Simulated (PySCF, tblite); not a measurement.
**C6H10BO radical: geometry, infrared bands and EPR parameters**

Aim: predict the infrared bands and EPR parameters of C6H10BO radical (`C[B]C1=COC1(C)C`).

Programs: tblite 0.8.0 and PySCF 2.14.0, with density-fitted response routines of our own. Each step states its level of theory. These are calculated values for one molecule in the gas phase, unless marked as measured. Atoms are numbered from 0 throughout.

### Step 1. Starting geometry

18 atoms, charge 0, multiplicity 2; geometry from: force field or distance geometry start.

Bonds of the start (Å): C0–B1 1.60, B1–C2 1.54, C2–C3 1.39, C3–O4 1.44, O4–C5 1.36, C5–C6 1.53, C5–C7 1.54, C5–C2 1.44, C0–H8 1.11, C0–H9 1.10, C0–H10 1.11, C3–H11 1.07, C6–H12 1.12, C6–H13 1.11, C6–H14 1.10, C7–H15 1.11, C7–H16 1.11, C7–H17 1.11.

### Step 2. Optimising the geometry with GFN2-xTB

What the job is given:

```
{"job": {"kind": "relax", "xc": "GFN2-xTB", "basis": "xTB"}, "charge": 0, "multiplicity": 2}
C      2.195400    -0.527900     1.161600
B      1.904600    -0.551600    -0.409100
C      0.510600    -0.210400    -0.979300
C     -0.042300    -0.136100    -2.251600
O     -1.335300     0.246400    -1.743500
C     -0.792800     0.183000    -0.496000
C     -1.468200    -0.896300     0.352400
C     -0.781900     1.565600     0.190600
H      1.525800    -1.251300     1.677300
H      3.239300    -0.805500     1.356000
H      2.000400     0.493900     1.554100
H      0.351800    -0.325000    -3.232000
H     -0.956000    -1.005600     1.342500
H     -2.523200    -0.621700     0.542200
H     -1.456400    -1.871500    -0.165200
H     -0.256600     1.513000     1.170700
H     -0.290100     2.322500    -0.453900
H     -1.833900     1.884700     0.371500
```

Started as:

```
$ OMP_NUM_THREADS=1 python probes_run.py task.json out
```

One launch serves the whole session: the jobs run in the order shown.

Standard output:

```text
step      E/eV     max force
  0    -627.92210    4.260
  1    -628.41876    1.442
  2    -628.49968    0.678
  3    -628.53605    0.483
  4    -628.55804    0.537
  5    -628.58098    0.498
  6    -628.59635    0.426
  7    -628.61326    0.324
  8    -628.62618    0.345
  9    -628.63602    0.358
 10    -628.64493    0.311
 11    -628.65559    0.269
 12    -628.66592    0.299
 13    -628.67583    0.309
 14    -628.68520    0.298
 15    -628.69578    0.291
 16    -628.70767    0.283
 17    -628.71949    0.312
 18    -628.72980    0.265
 19    -628.73786    0.171
 20    -628.74410    0.171
 21    -628.74949    0.215
 22    -628.75408    0.226
 23    -628.75788    0.171
 24    -628.76123    0.174
 25    -628.76463    0.140
 26    -628.76845    0.156
 27    -628.77235    0.133
 28    -628.77573    0.145
 29    -628.77852    0.157
 30    -628.78090    0.137
 31    -628.78292    0.093
 32    -628.78468    0.107
 33    -628.78670    0.128
 34    -628.78966    0.157
 35    -628.79428    0.196
 36    -628.79997    0.170
 37    -628.80504    0.140
 38    -628.80899    0.157
 39    -628.81296    0.191
 40    -628.81844    0.248
 41    -628.82496    0.218
 42    -628.83118    0.212
 43    -628.83688    0.212
 44    -628.84222    0.224
 45    -628.84870    0.317
 46    -628.85493    0.245
 47    -628.86095    0.162
 48    -628.86272    0.135
 49    -628.86486    0.082
 50    -628.86632    0.095
 51    -628.86733    0.104
 52    -628.86885    0.113
 53    -628.87046    0.102
 54    -628.87192    0.079
 55    -628.87283    0.074
 56    -628.87416    0.090
 57    -628.87610    0.134
 58    -628.87835    0.120
 59    -628.87972    0.065
 60    -628.88027    0.063
 61    -628.88065    0.063
 62    -628.88126    0.069
 63    -628.88213    0.080
 64    -628.88299    0.056
 65    -628.88354    0.051
 66    -628.88389    0.050
 67    -628.88423    0.059
 68    -628.88470    0.058
 69    -628.88531    0.065
 70    -628.88607    0.067
 71    -628.88695    0.059
 72    -628.88786    0.061
 73    -628.88862    0.056
 74    -628.88914    0.039
 75    -628.88949    0.047
 76    -628.88982    0.049
 77    -628.89014    0.045
 78    -628.89034    0.028
 79    -628.89042    0.024
 80    -628.89049    0.019
 81    -628.89057    0.023
 82    -628.89066    0.020
 83    -628.89074    0.019
 84    -628.89081    0.024
 85    -628.89092    0.026
 86    -628.89109    0.031
 87    -628.89135    0.031
 88    -628.89162    0.036
 89    -628.89183    0.029
 90    -628.89198    0.029
 91    -628.89215    0.030
 92    -628.89236    0.032
 93    -628.89257    0.029
 94    -628.89274    0.026
 95    -628.89284    0.023
 96    -628.89292    0.023
 97    -628.89300    0.019
 98    -628.89307    0.023
 99    -628.89313    0.020
100    -628.89319    0.018
101    -628.89325    0.019
102    -628.89330    0.016
103    -628.89336    0.016
104    -628.89341    0.016
105    -628.89345    0.013
106    -628.89348    0.011
107    -628.89351    0.011
108    -628.89354    0.015
109    -628.89358    0.016
110    -628.89363    0.016
111    -628.89368    0.018
112    -628.89374    0.027
113    -628.89385    0.038
114    -628.89403    0.047
115    -628.89425    0.047
116    -628.89447    0.038
117    -628.89466    0.031
118    -628.89482    0.036
119    -628.89501    0.028
120    -628.89512    0.018
121    -628.89516    0.013
122    -628.89520    0.013
123    -628.89523    0.010
124    -628.89525    0.008
```

Wall time 0.83 s (1 thread of Arm Neoverse V1, shared host).

Step by step: (not every step is listed)

```tsv
step	energy from step 0 (eV)	largest force (eV/Å)
0	0.0000	4.2599
1	-0.4967	1.4417
2	-0.5776	0.6780
3	-0.6140	0.4827
4	-0.6359	0.5374
5	-0.6589	0.4975
6	-0.6743	0.4258
7	-0.6912	0.3245
8	-0.7041	0.3450
19	-0.8158	0.1714
30	-0.8588	0.1372
41	-0.9029	0.2184
52	-0.9467	0.1133
63	-0.9600	0.0800
74	-0.9670	0.0394
85	-0.9688	0.0262
96	-0.9708	0.0233
107	-0.9714	0.0107
118	-0.9727	0.0362
119	-0.9729	0.0278
120	-0.9730	0.0181
121	-0.9731	0.0131
122	-0.9731	0.0126
123	-0.9731	0.0103
124	-0.9732	0.0079
```

Close pairs (by a distance rule), those that changed most:

```tsv
bond	before (Å)	after (Å)	change (Å)
B1–C2	1.544	1.416	-0.129
C2–C5	1.445	1.543	+0.098
O4–C5	1.362	1.450	+0.088
C0–B1	1.598	1.540	-0.058
C3–O4	1.441	1.392	-0.049
C6–H12	1.120	1.087	-0.033
C7–H17	1.114	1.088	-0.026
C7–H15	1.113	1.087	-0.026
```

The end geometry stands in the next job.

### Step 3. Harmonic vibrations with GFN2-xTB

What the job is given:

```
{"job": {"kind": "ir", "xc": "GFN2-xTB", "basis": "xTB"}, "charge": 0, "multiplicity": 2}
C      2.713455    -0.711930     1.192329
B      1.565141    -0.488354     0.190865
C      0.494961    -0.215823    -0.694962
C      0.130738    -0.204532    -2.043209
O     -1.187559     0.214892    -1.888235
C     -0.956875     0.247824    -0.457085
C     -1.835894    -0.755671     0.267051
C     -1.091655     1.654151     0.097904
H      2.592688    -1.591248     1.827200
H      3.635206    -0.856958     0.627049
H      2.884735     0.144372     1.846397
H      0.571843    -0.420924    -2.991173
H     -1.560132    -0.797535     1.317731
H     -2.879371    -0.461000     0.177029
H     -1.712304    -1.742425    -0.172860
H     -0.771217     1.672320     1.136609
H     -0.474583     2.340856    -0.476353
H     -2.127935     1.978304     0.032056
```

Standard output:

```text
mode    cm-1     km/mol
  1      30.1      1.27
  2      59.2      1.39
  3      76.8      0.22
  4     140.2      1.77
  5     169.6      0.29
  6     200.2      5.78
  7     205.8      0.29
  8     267.0     16.04
  9     293.0      4.66
 10     334.8      2.77
 11     374.5      3.98
 12     431.0      4.94
 13     540.1      3.76
 14     570.8     12.26
 15     692.7      1.14
 16     773.8     93.49
 17     883.5     27.82
 18     898.1     14.00
 19     949.8     22.03
 20     958.0      0.69
 21     995.9      0.38
 22    1001.9     21.05
 23    1047.9     13.37
 24    1125.2     43.61
 25    1186.3    270.48
 26    1210.0     45.26
 27    1252.3     74.01
 28    1315.5      6.35
 29    1374.0     20.24
 30    1386.9      9.09
 31    1400.1      5.57
 32    1454.2      5.32
 33    1466.3      1.21
 34    1473.9      1.91
 35    1477.4      0.80
 36    1478.5      0.90
 37    1490.5      6.75
 38    1616.8    150.51
 39    2962.5     32.41
 40    2978.8     40.93
 41    2997.9     11.72
 42    3026.8      2.02
 43    3031.9     47.38
 44    3034.9      0.75
 45    3039.7     40.13
 46    3042.5     23.57
 47    3044.1     21.71
 48    3178.4     40.05
```

Run time: 0.58 s. Hardware: 1 thread of Arm Neoverse V1, shared host.

Which atoms move in the most intense modes:

```tsv
cm⁻¹	km/mol	atoms
774	93.5	H9 40 %, C0 17 %, H10 16 %, B1 15 %
1125	43.6	C5 25 %, C3 15 %
1186	270.5	C5 22 %, C3 20 %, O4 16 %, C2 13 %
1210	45.3	C5 65 %
1252	74.0	C5 51 %, C3 13 %
1617	150.5	B1 47 %, C2 46 %
2979	40.9	H10 55 %, H8 26 %, H9 13 %
3032	47.4	H17 61 %, H13 30 %
```

### Step 4. EPR parameters: B3LYP/pcH-1

Same as in step 3 but for these lines:

```diff
@@ -1,2 +1,2 @@
-{"job": {"kind": "ir", "xc": "GFN2-xTB", "basis": "xTB"}, "charge": 0, "multiplicity": 2}
+{"job": {"kind": "epr", "basis": "pcH-1"}, "charge": 0, "multiplicity": 2}
 C      2.713455    -0.711930     1.192329
```

Level: UKS B3LYP, pcH-1 on B C H O, non-relativistic, mean-field spin-orbit, GIAO.

Standard output:

```text
UKS, coarse grid
  cycle   1  E = -334.51128798  |g| = 5.44e-01
  cycle   2  E = -334.34136415  |g| = 8.58e-01
  cycle   3  E = -334.62839573  |g| = 1.75e-01
  cycle   4  E = -334.64100178  |g| = 4.15e-02
  cycle   5  E = -334.64178793  |g| = 1.86e-02
  cycle   6  E = -334.64197420  |g| = 6.53e-03
  cycle   7  E = -334.64201060  |g| = 2.60e-03
  cycle   8  E = -334.64201736  |g| = 1.86e-03
  cycle   9  E = -334.64201991  |g| = 4.85e-04
UKS, final grid
  cycle   1  E = -334.64198995  |g| = 7.03e-04
  cycle   2  E = -334.64198957  |g| = 1.16e-03
  cycle   3  E = -334.64199026  |g| = 1.02e-04
  cycle   4  E = -334.64199028  |g| = 5.20e-05
  cycle   5  E = -334.64199031  |g| = 4.61e-05
  cycle   6  E = -334.64199034  |g| = 3.03e-05
  cycle   7  E = -334.64199036  |g| = 2.70e-05
  cycle   8  E = -334.64199037  |g| = 1.62e-05
  cycle   9  E = -334.64199038  |g| = 5.47e-06
E = -334.64199038 Eh   <S^2> = 0.7700 (exact 0.7500)
g shifts (ppm)      1          2          3
  rmc          -153       -153       -153
  gc             34         -4         32
  oz_so        -606        -40       1469
  total        -725       -197       1348
hyperfine (MHz)  atom isotope    a_iso     a_fc   dipolar eigenvalues
    0   13C     -19.43     -19.43     -0.70     -0.03      0.73
    1   11B      38.59      38.59    -29.59    -27.82     57.42
    2   13C     -49.17     -49.17    -23.87      8.44     15.43
    3   13C      61.86      61.86    -54.80    -53.59    108.39
    4   17O     -16.30     -16.30    -51.60     24.45     27.15
    5   13C       1.84       1.84     -1.05     -0.52      1.58
    6   13C       0.88       0.88     -0.15      0.05      0.10
    7   13C       0.19       0.19     -0.16      0.07      0.09
    8    1H      62.30      62.30     -2.43     -1.92      4.36
    9    1H       0.70       0.70     -2.60     -1.69      4.29
   10    1H      45.50      45.50     -2.22     -1.94      4.15
   11    1H     -47.07     -47.07    -25.36      0.09     25.27
   12    1H      -0.52      -0.52     -1.40     -0.48      1.88
   13    1H      -1.39      -1.39     -1.24     -0.91      2.15
   14    1H       0.09       0.09     -2.23     -0.66      2.89
   15    1H      -0.47      -0.47     -1.35     -0.51      1.86
   16    1H       0.06       0.06     -2.20     -0.73      2.93
   17    1H      -1.50      -1.50     -1.22     -0.90      2.12
```

Run time: 1.8 min. Hardware: 1 thread of Arm Neoverse V1, shared host; peak memory 0.98 GiB.

Principal g values 2.00159, 2.00212, 2.00367; g(iso) = 2.00246, against 2.00232 for a free electron.

Mean a(iso) over the nuclei that a row names, and the largest dipolar term of the row (other rows stand at the frozen geometry):

```tsv
nuclei	isotope	a(iso) (MHz)	a(iso) (G, at g = 2.0023)	largest dipolar term (MHz)
C3	13C	61.9	22.1	108.4
C2	13C	-49.2	-17.5	-23.9
H11	1H	-47.1	-16.8	-25.4
B1	11B	38.6	13.8	57.4
H8, H9, H10	1H	36.2	12.9	4.4
C0	13C	-19.4	-6.9	0.7
O4	17O	-16.3	-5.8	-51.6
C5	13C	1.8	0.7	1.6
H12, H13, H14, H15, H16, H17	1H	-0.6	-0.2	2.9
C6, C7	13C	0.5	0.2	-0.2
```

Mulliken spin populations:

C0 -0.04; B1 0.52; C2 -0.20; C3 0.61; O4 0.10; C5 0.00; C6 0.00; C7 0.00; H8 0.02; H9 0.00; H10 0.02; H11 -0.03; H12 0.00; H13 0.00; H14 0.00; H15 0.00; H16 0.00; H17 0.00

In first order the couplings over 0.8 MHz of 1H, 11B give 32 distinct lines over 96.8 G, if the averaged nuclei exchange fast.

Orbitals, density, ELF and potential are computed afterwards from the orbital file.

ELF in a plane through or near 8 of the atoms.

Values, 10 rows by 14 columns:
```
0.00 0.00 0.00 0.00 0.00 0.00 0.00 0.00 0.00 0.00 0.00 0.00 0.00 0.00
0.00 0.00 0.00 0.00 0.00 0.00 0.00 0.00 0.00 0.00 0.00 0.00 0.00 0.00
0.00 0.00 0.00 0.00 0.00 0.00 0.00 0.00 0.00 0.00 0.00 0.00 0.00 0.00
0.00 0.00 0.02 0.10 0.11 0.02 0.00 0.01 0.01 0.01 0.00 0.00 0.00 0.00
0.00 0.00 0.11 0.59 0.56 0.38 0.04 0.06 0.27 0.04 0.01 0.00 0.00 0.00
0.00 0.02 0.95 0.99 0.88 0.97 0.80 0.92 0.59 0.17 0.01 0.00 0.00 0.00
0.00 0.00 0.79 0.80 0.07 0.21 0.60 0.79 0.68 0.76 0.46 0.00 0.00 0.00
0.00 0.00 0.00 0.00 0.00 0.00 0.33 0.93 0.22 0.28 0.08 0.00 0.00 0.00
0.00 0.00 0.00 0.00 0.00 0.00 0.64 0.98 0.31 0.00 0.00 0.00 0.00 0.00
0.00 0.00 0.00 0.00 0.00 0.00 0.00 0.00 0.00 0.00 0.00 0.00 0.00 0.00
```
The map spans 12.7 Å across and 11.3 Å up, centred on the molecule. Atoms in the plane (x, y in Å): C0 (-3.0, 0.3), B1 (-1.6, -0.3), C2 (-0.3, -0.8), C3 (0.4, -2.0), O4 (1.7, -1.5), C5 (1.1, -0.1), H9 (-3.8, -0.5), H11 (0.2, -3.1).

On the surface of density 0.002 e/bohr³ the electrostatic potential runs, from the 1st to the 99th percentile, from -1.61 V near O4 to 1.27 V near B1.

The spin density lies nearest to C3 34 %; B1 31 %; O4 10 %; C2 10 % (beta excess).

### Step 5. Outcome

| quantity | value |
| --- | --- |
| strongest single infrared mode (GFN2-xTB) | 1186 cm⁻¹, 270 km/mol |
| zero-point energy (GFN2-xTB) | 90.0 kcal/mol |
| g(iso) (B3LYP) | 2.00246 |
| ⟨S²⟩ | 0.770 (exact 0.75) |
| largest a(iso) (averaged by class) | 13C on C3, 61.9 MHz |
| surface potential, 1st and 99th percentile | -1.61 V and 1.27 V |

**Reading.** Relaxing lowered the energy by 0.973 eV in 124 steps; the close pair that moved most is B1–C2, from 1.544 to 1.416 Å. No mode is imaginary among the 48: a minimum at this level. The strongest single mode, at 1186 cm⁻¹, is spread over several atoms, C5, C3, O4, C2 among them. GFN2-xTB is a fitted tight-binding method: band positions and strengths are rough. Its intensities can rank the bands wrongly. The largest spin populations lie on C3 (0.61 e), B1 (0.52 e). The isotropic g lies 0.1 ppt above the free-electron value.
